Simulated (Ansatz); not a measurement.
**LaPt5 (P6/mmm): equation of state with a fit**

Where is the equilibrium volume of LaPt5 (P6/mmm), and how stiff is it? Wanted for LaPt5 (P6/mmm): an equation of state with a fit.

A COD entry behind a cell of this session may itself be a prediction, so a difference from it is no test against experiment.

Program: the Python package of Ansatz 0.2.0. Level of theory: DFT LDA, plane waves, PAW. These are calculated values, not measurements.

## 1. The structure

The structure is hexagonal, space group P6/mmm (No. 191). The conventional cell has a = 5.386 Å, b = 5.386 Å, c = 4.376 Å, α = 90.00°, β = 90.00°, γ = 120.00°. La (site symmetry 6/mmm) is surrounded by 18 Pt at 3.11 to 3.47 Å. Pt (site symmetry -6m2) has 9 Pt at 2.68 to 3.11 Å and 3 La at 3.11 Å in its first shell of neighbours. Pt (site symmetry mmm) is surrounded by 8 Pt at 2.68 to 2.69 Å.

The script holds or builds the structure itself.

## 2. The code

Contents of run_eos.py:

```python
"""Energy against volume for LaPt5, with a fit."""

import logging
import sys
import warnings

import ansatz as az
import numpy as np
from pymatgen.analysis.eos import EOS

logging.basicConfig(stream=sys.stdout, format="%(name)s: %(message)s")
log = logging.getLogger("ansatz_job")
log.setLevel(logging.INFO)

VECTORS = np.array([
    [5.386, 0.0, 0.0],
    [-2.693, 4.664413, 0.0],
    [0.0, 0.0, 4.376],
])
SITES = [
    ("La", [0.0, 0.0, 0.0]),
    ("Pt", [1 / 3, 2 / 3, 0.0]),
    ("Pt", [2 / 3, 1 / 3, 0.0]),
    ("Pt", [0.5, 0.0, 0.5]),
    ("Pt", [0.5, 0.5, 0.5]),
    ("Pt", [0.0, 0.5, 0.5]),
]


def crystal_on(cell):
    crystal = az.Crystal(lattice=az.Lattice.of(cell))
    for symbol, position in SITES:
        crystal = crystal.atom(symbol, position)
    return crystal

warnings.simplefilter("ignore", az.DeckWarning)

# scale the volume, keep shape and fractions
volumes, energies = [], []
for scale in np.linspace(0.94, 1.06, 7):
    cell = VECTORS * scale ** (1 / 3)
    calculation = crystal_on(cell).calculation()
    calculation = calculation.functional("lda")
    calculation = calculation.pseudopotentials("paw")
    calculation = calculation.basis(19 * az.Ha)
    calculation = calculation.occupations("Marzari-Vanderbilt", width=0.1).kpoints(5, 5, 5)
    rep = calculation.run(threads=1).report
    volumes.append(abs(np.linalg.det(cell)) / len(SITES))
    energies.append(rep["free_energy_ev"] / len(SITES))
    log.info(f"V = {volumes[-1]:8.4f} A^3/atom  F = {energies[-1]:.5f} eV/atom")

for form in ["pourier_tarantola", "birch_murnaghan", "murnaghan"]:
    fit = EOS(eos_name=form).fit(volumes, energies)
    log.info(f"{form:18s} V0 {fit.v0:8.4f} A^3/atom  B0 {fit.b0_GPa:7.1f} GPa  B1 {fit.b1:5.2f}")
```

## 3. What the engine is handed

The engine receives this input (first run):

```yaml
crystal:
  lattice:
    - [5.276050781542015, 0.0, 0.0]
    - [-2.6380253907710074, 4.569194180112278, 0.0]
    - [0.0, 0.0, 4.286668811739298]
  atoms:
    - { symbol: La, position: [0.0, 0.0, 0.0] }
    - { symbol: Pt, position: [0.3333333333333333, 0.6666666666666666, 0.0] }
    - { symbol: Pt, position: [0.6666666666666666, 0.3333333333333333, 0.0] }
    - { symbol: Pt, position: [0.5, 0.0, 0.5] }
    - { symbol: Pt, position: [0.5, 0.5, 0.5] }
    - { symbol: Pt, position: [0.0, 0.5, 0.5] }
basis:
  ecutwfc: 517.016338673772
kpoints:
  mp_grid:
    grid: [5, 5, 5]
hamiltonian:
  xc: lda
  pseudopotentials:
    kind: paw
scf:
  occupations:
    method: cold
    width: 0.1
```

## 4. Launch

Launch:

```bash
$ python run_eos.py
```

**Question.** Where does the minimum lie against the volume typed, and how stiff is the crystal?

**Answer**, as computed:

```
                      quantity           value
                 runs compared               7
               range of energy  71.24 meV/atom
lowest point, volume (Å³/atom)          17.956
      equilibrium volume (fit)   17.94 Å³/atom
            bulk modulus (fit)         219 GPa
```

In words: A third-order Birch-Murnaghan fit through the 7 points has its minimum at 17.94 Å³ an atom, 2.1 % below the typed cell, with a bulk modulus of 219 GPa and dB/dP = 5.1. From that minimum the energy rises by 21.2 meV an atom on the compressed side and 71.3 meV on the expanded side. Reading the output:
- Spin is left out of this run.
- Shape and fractional positions are held along the curve, so the bulk modulus is an upper value where they are free to relax.
- The mesh is modest for a metal, so energies can be off by several to tens of meV an atom and pressures by half a GPa or more; differences at equal mesh fare better.
- Spin-orbit coupling, which matters for elements this heavy, is left out.
